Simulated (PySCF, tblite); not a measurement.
# C₁₂H₁₀Si: excited states

What do calculations give for the excited states of C₁₂H₁₀Si (`c1ccc2c(c1)[SiH2]c1ccccc1-2`)?

Computed with tblite 0.8.0 and PySCF 2.14.0 and routines of our own; the level stands in each step. Atoms count from 0.

## (1) The starting structure

23 atoms, charge 0, multiplicity 1; geometry from: force field or distance geometry start.

## (2) Relaxing the molecule with GFN2-xTB

The job: settings as JSON, then the geometry in Å.

```
{"job": {"kind": "relax", "xc": "GFN2-xTB", "basis": "xTB"}, "charge": 0, "multiplicity": 1}
C      3.537900    -0.049800     0.081100
C      2.952400    -1.273900    -0.188200
C      1.615600    -1.477200    -0.245500
C      0.714000    -0.388500    -0.061600
C      1.322200     0.800300     0.209000
C      2.677200     1.003000     0.270800
Si    -0.003300     2.096300     0.426400
C     -1.319500     0.812300     0.145700
C     -2.679000     1.011900     0.152900
C     -3.532200    -0.042200    -0.075400
C     -2.953400    -1.267200    -0.314000
C     -1.597300    -1.470900    -0.319900
C     -0.715400    -0.392000    -0.075400
H      4.602700     0.096300     0.132900
H      3.602200    -2.135400    -0.335300
H      1.252800    -2.466300    -0.444300
H      3.074600     1.990400     0.483200
H      0.022800     3.101600    -0.613500
H     -0.060800     2.606600     1.790500
H     -3.078800     1.993100     0.344700
H     -4.608300     0.058200    -0.081800
H     -3.595000    -2.125600    -0.499000
H     -1.236300    -2.454000    -0.500400
```

The run is started by

```console
$ OMP_NUM_THREADS=1 python excited_run.py task.json out
```

This one command runs all jobs of the session in turn.

What it wrote:

```text
step      E/eV     max force
  0    -883.98217    3.009
  1    -884.16005    1.500
  2    -884.21492    0.532
  3    -884.24245    0.366
  4    -884.26902    0.365
  5    -884.27683    0.239
  6    -884.28368    0.174
  7    -884.29034    0.214
  8    -884.29870    0.272
  9    -884.30669    0.261
 10    -884.31344    0.178
 11    -884.31845    0.177
 12    -884.32249    0.153
 13    -884.32655    0.139
 14    -884.33032    0.124
 15    -884.33310    0.107
 16    -884.33491    0.097
 17    -884.33616    0.093
 18    -884.33734    0.082
 19    -884.33877    0.095
 20    -884.34011    0.098
 21    -884.34097    0.053
 22    -884.34145    0.045
 23    -884.34185    0.041
 24    -884.34229    0.051
 25    -884.34269    0.050
 26    -884.34292    0.031
 27    -884.34301    0.016
 28    -884.34304    0.011
 29    -884.34305    0.005
```

It took 0.36 s on 1 thread of Arm Neoverse V1, shared host; peak memory 0.24 GiB.

Relaxation path:

| step | energy from step 0 (eV) | largest force (eV/Å) |
| --- | --- | --- |
| 0 | 0.0000 | 3.0085 |
| 1 | -0.1779 | 1.5002 |
| 2 | -0.2328 | 0.5316 |
| 3 | -0.2603 | 0.3658 |
| 4 | -0.2868 | 0.3651 |
| 5 | -0.2947 | 0.2388 |
| 6 | -0.3015 | 0.1742 |
| 7 | -0.3082 | 0.2139 |
| 8 | -0.3165 | 0.2721 |
| 9 | -0.3245 | 0.2612 |
| 10 | -0.3313 | 0.1781 |
| 11 | -0.3363 | 0.1774 |
| 12 | -0.3403 | 0.1533 |
| 13 | -0.3444 | 0.1395 |
| 14 | -0.3482 | 0.1235 |
| 15 | -0.3509 | 0.1070 |
| 16 | -0.3527 | 0.0970 |
| 17 | -0.3540 | 0.0930 |
| 18 | -0.3552 | 0.0823 |
| 19 | -0.3566 | 0.0948 |
| 20 | -0.3579 | 0.0977 |
| 21 | -0.3588 | 0.0530 |
| 22 | -0.3593 | 0.0449 |
| 23 | -0.3597 | 0.0415 |
| 24 | -0.3601 | 0.0509 |
| 25 | -0.3605 | 0.0504 |
| 26 | -0.3608 | 0.0312 |
| 27 | -0.3608 | 0.0156 |
| 28 | -0.3609 | 0.0114 |
| 29 | -0.3609 | 0.0055 |

Distances of close pairs at the start and the end, largest changes first:

| bond | before (Å) | after (Å) | change (Å) |
| --- | --- | --- | --- |
| C3–C4 | 1.362 | 1.407 | +0.044 |
| C7–C12 | 1.365 | 1.407 | +0.041 |
| C2–C3 | 1.425 | 1.388 | -0.037 |
| C3–C12 | 1.429 | 1.466 | +0.036 |
| C1–C2 | 1.353 | 1.385 | +0.032 |
| C11–C12 | 1.415 | 1.388 | -0.027 |
| Si6–C7 | 1.860 | 1.884 | +0.024 |
| Si6–H17 | 1.447 | 1.465 | +0.018 |

The end geometry stands in the next job.

## (3) Harmonic vibrations with GFN2-xTB

The job: settings as JSON, then the geometry in Å.

```
{"job": {"kind": "ir", "xc": "GFN2-xTB", "basis": "xTB"}, "charge": 0, "multiplicity": 1}
C      3.499656    -0.110305     0.068091
C      2.921733    -1.341430    -0.191974
C      1.544021    -1.473048    -0.248437
C      0.733969    -0.364568    -0.043792
C      1.319179     0.887103     0.221054
C      2.695454     1.000559     0.273797
Si    -0.009453     2.201782     0.456250
C     -1.327218     0.888115     0.160741
C     -2.704455     1.002157     0.150383
C     -3.499048    -0.108599    -0.090419
C     -2.910929    -1.340385    -0.322636
C     -1.532132    -1.472212    -0.317164
C     -0.731555    -0.364145    -0.076391
H      4.575352    -0.016173     0.109973
H      3.549031    -2.206824    -0.351860
H      1.111641    -2.441894    -0.452620
H      3.146619     1.961821     0.477035
H      0.014593     3.250530    -0.566239
H     -0.039921     2.771421     1.805551
H     -3.163849     1.964079     0.330699
H     -4.575474    -0.014594    -0.097351
H     -3.530985    -2.205484    -0.510159
H     -1.090979    -2.440923    -0.501515
```

What it wrote:

```text
mode    cm-1     km/mol
  1      82.1      0.00
  2      95.8      0.00
  3     160.9      2.09
  4     211.0      0.02
  5     233.1      0.00
  6     365.8      5.38
  7     366.7      2.26
  8     375.1      0.00
  9     378.5      0.64
 10     399.7      9.11
 11     446.8     14.06
 12     466.9      4.20
 13     513.9     90.53
 14     514.2     11.49
 15     533.9      0.00
 16     589.5      0.07
 17     636.2    155.96
 18     671.6     16.09
 19     685.6      0.66
 20     693.6      0.00
 21     701.0     75.51
 22     751.9      5.49
 23     760.6     17.68
 24     777.6    268.08
 25     785.4      0.00
 26     876.0      0.00
 27     880.4      0.38
 28     912.9      0.01
 29     913.6      0.10
 30     927.2      0.00
 31     928.8      0.01
 32     980.3      2.80
 33    1059.5     14.47
 34    1084.0      0.56
 35    1098.1      0.03
 36    1118.1      3.16
 37    1161.9      4.10
 38    1171.8      9.82
 39    1185.7      0.18
 40    1186.7      0.11
 41    1249.8      1.01
 42    1254.7      4.93
 43    1283.1      0.96
 44    1311.3      1.84
 45    1339.2      0.03
 46    1418.9      6.52
 47    1426.2      4.85
 48    1449.0      4.02
 49    1454.3      3.34
 50    1571.5      0.24
 51    1574.0      1.80
 52    1584.3      1.01
 53    1595.0     20.06
 54    2243.4    479.95
 55    2252.1    205.66
 56    3062.3      3.59
 57    3062.9     30.12
 58    3066.8      4.03
 59    3068.9     39.27
 60    3074.8     58.31
 61    3078.6     64.46
 62    3084.2    139.55
 63    3086.4     58.60
```

It took 1.4 s on 1 thread of Arm Neoverse V1, shared host; peak memory 0.24 GiB.

Which atoms move in the most intense modes:

| cm⁻¹ | km/mol | atoms |
| --- | --- | --- |
| 514 | 90.5 | H17 22 %, H18 22 %, Si6 13 %, C7 12 % |
| 636 | 156.0 | H18 36 %, H17 36 % |
| 701 | 75.5 | Si6 20 % |
| 778 | 268.1 | H18 44 %, H17 44 % |
| 2243 | 479.9 | H18 49 %, H17 47 % |
| 2252 | 205.7 | H17 50 %, H18 48 % |
| 3079 | 64.5 | H22 29 %, H20 23 %, H15 17 %, H13 14 % |
| 3084 | 139.6 | H14 25 %, H13 20 %, H21 15 %, H20 14 % |

## (4) Excited states: TDA CAM-B3LYP/def2-SVP

The job, as its differences from that of step 3:

```diff
@@ -1,2 +1,2 @@
-{"job": {"kind": "ir", "xc": "GFN2-xTB", "basis": "xTB"}, "charge": 0, "multiplicity": 1}
+{"job": {"kind": "states", "xc": "CAM-B3LYP", "basis": "def2-SVP", "tda": true, "soc": true, "nstates": 8, "ntriplets": 5, "nquad": 4}, "charge": 0, "multiplicity": 1}
 C      3.499656    -0.110305     0.068091
```

With the program's defaults for keys left out, this is: TDA CAM-B3LYP/def2-SVP excited states, vertical, gas phase, spin-orbit mean-field couplings.

What it wrote:

```text
coarse grid: 20856 points
cycle   1  E = -751.9258630480  dE =  2.925e+00  |g| = 3.778e-01  |ddm| = 6.674e+00
cycle   2  E = -751.9551222144  dE = -2.926e-02  |g| = 2.631e-01  |ddm| = 1.371e+00
cycle   3  E = -751.9733707948  dE = -1.825e-02  |g| = 5.652e-02  |ddm| = 3.966e-01
cycle   4  E = -751.9738947116  dE = -5.239e-04  |g| = 3.726e-02  |ddm| = 1.305e-01
cycle   5  E = -751.9742740037  dE = -3.793e-04  |g| = 3.345e-03  |ddm| = 5.013e-02
cycle   6  E = -751.9742766513  dE = -2.648e-06  |g| = 1.806e-03  |ddm| = 6.172e-03
final grid: 200144 points
cycle   7  E = -752.1103202660  dE = -4.492e-05  |g| = 4.193e-03  |ddm| = 4.407e-02
cycle   8  E = -752.1103202645  dE =  1.445e-09  |g| = 4.339e-03  |ddm| = 1.074e-02
cycle   9  E = -752.1103249705  dE = -4.706e-06  |g| = 8.077e-04  |ddm| = 5.307e-03
cycle  10  E = -752.1103251474  dE = -1.770e-07  |g| = 2.038e-04  |ddm| = 1.303e-03
cycle  11  E = -752.1103251589  dE = -1.151e-08  |g| = 6.102e-05  |ddm| = 3.753e-04
cycle  12  E = -752.1103251598  dE = -8.956e-10  |g| = 1.556e-05  |ddm| = 7.993e-05
converged SCF energy = -752.1103251598

Singlet excitations
state   eV       nm        f     d(h-e)  d(exc)  Lambda  PR(NTO)  |dmu|/D   mu/D   main configurations
  1   4.7197   262.7   0.08689   0.576   3.528   0.784   1.289    1.526    1.775   H->L 0.62, H->L+1 0.24
  2   5.0357   246.2   0.21303   0.248   3.443   0.738   1.544    0.414    0.165   H->L+1 0.40, H->L 0.28, H-1->L 0.25
  3   5.3184   233.1   0.00399   0.009   3.145   0.721   2.467    0.038    0.212   H-2->L 0.48, H->L+2 0.35
  4   6.1854   200.4   0.15287   0.350   3.445   0.564   1.404    0.655    0.405   H-4->L 0.62, H-1->L 0.20, H->L+1 0.11
  5   6.1881   200.4   0.29861   0.078   3.624   0.624   1.711                     H-1->L 0.40, H-4->L 0.32, H->L+1 0.21
  6   6.4393   192.5   0.07453   0.157   3.355   0.807   1.879                     H-2->L+1 0.56, H-2->L 0.14, H-3->L 0.13
  7   6.6724   185.8   0.00062   2.370   4.133   0.277   1.048                     H->L+3 0.93
  8   6.7344   184.1   0.82186   0.263   3.786   0.816   1.234                     H-1->L+1 0.87

Triplet excitations (Tamm-Dancoff)
state   eV     d(h-e)  d(exc)  Lambda  PR(NTO)   main configurations
  1   3.3358   0.076   3.127   0.817   1.411   H->L 0.80
  2   4.2175   0.172   3.295   0.734   1.390   H->L+1 0.80
  3   4.2594   0.050   2.546   0.824   2.920   H-2->L+1 0.30, H-1->L+2 0.26, H-2->L 0.15
  4   4.5223   0.233   2.862   0.800   1.995   H-1->L+1 0.37, H-2->L+2 0.27, H-1->L 0.24
  5   4.7059   0.024   2.970   0.741   2.654   H->L+2 0.35, H-2->L 0.29, H-2->L+1 0.14
S1 - T1 = 1.3840 eV

Spin-orbit couplings |<S|Hso|T>| (cm-1)
             T1       T2       T3       T4       T5
S0        0.122    0.140    0.002    0.231    0.004
S1        0.001    0.002    0.039    0.001    0.040
S2        0.001    0.003    0.004    0.001    0.022
S3        0.046    0.005    0.001    0.016    0.000
S4        0.769    0.425    0.999    0.538    0.825
S5        0.549    0.304    0.716    0.388    0.591
S6        0.004    0.009    0.002    0.036    0.002
S7        3.405    5.136    0.849    0.169    0.377
S8        0.003    0.015    0.008    0.034    0.034
T1 sublevels (cm-1): 0.000 0.000 0.000   radiative rates (1/s): 0.00237 3.72e-06 4.55e-06
```

Wall time 86 s (1 thread of Arm Neoverse V1, shared host); peak memory 1.3 GiB.

Key values:

| quantity | value |
| --- | --- |
| S1 less T1 | 1.38 eV |

## (5) What came out

| quantity | value |
| --- | --- |
| strongest single infrared mode (GFN2-xTB) | 2243 cm⁻¹, 480 km/mol |
| zero-point energy (GFN2-xTB) | 107.6 kcal/mol |
| S1 less T1 (step 4, TDA CAM-B3LYP/def2-SVP) | 1.38 eV |

**Reading.** No mode is imaginary among the 63: a minimum at this level. The strongest single mode, at 2243 cm⁻¹, moves mainly H18 and H17. Unscaled tight-binding wavenumbers are off by several per cent, some by more. Its intensities can rank the bands wrongly. In step 4 some excited states are degenerate or nearly so. In step 4, the number of triplets below S1 is at least 5, and the largest singlet-triplet spin-orbit coupling is S7–T2, 5.14 cm⁻¹.
